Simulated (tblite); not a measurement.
# C2H10Si2: the cost of one run

Computed with tblite 0.8.0 and PySCF 2.14.0; each step states its level. No surroundings beyond the atoms listed, unless a continuum is named. Atoms count from 0, parts from 1.

## (1) Starting point

14 atoms, charge 0, multiplicity 1; geometry: distance geometry start.

## (2) Relaxing the cluster with GFN2-xTB

Job settings and geometry (Å):

```
{"job": {"kind": "relax", "xc": "GFN2-xTB", "basis": "xTB"}, "charge": 0, "multiplicity": 1}
C     -0.574657    -1.323147    -1.648751
Si    -1.459051    -0.607174    -0.184825
Si     1.235400    -1.327888    -1.335895
C      1.933095     0.331004    -1.768602
H     -0.784456    -0.730827    -2.482094
H     -0.886455    -2.275412    -1.784100
H     -0.535171     0.109554     0.626976
H     -2.041450    -1.646047     0.598145
H     -2.473018     0.260844    -0.641796
H      1.486811    -1.551858     0.075462
H      1.873819    -2.325864    -2.092694
H      1.769655     1.010165    -1.014782
H      1.455245     0.666744    -2.654925
H      2.943681     0.238216    -1.944225
```

Level: GFN2-xTB geometry optimisation, gas phase.

On the command line:

```console
> OMP_NUM_THREADS=1 python cluster_run.py task.json out
```

One launch serves the whole session: the jobs run in the order shown.

**Question.** How long does this first job take on 1 thread of Arm Neoverse V2, shared host?

About 1.9 s.
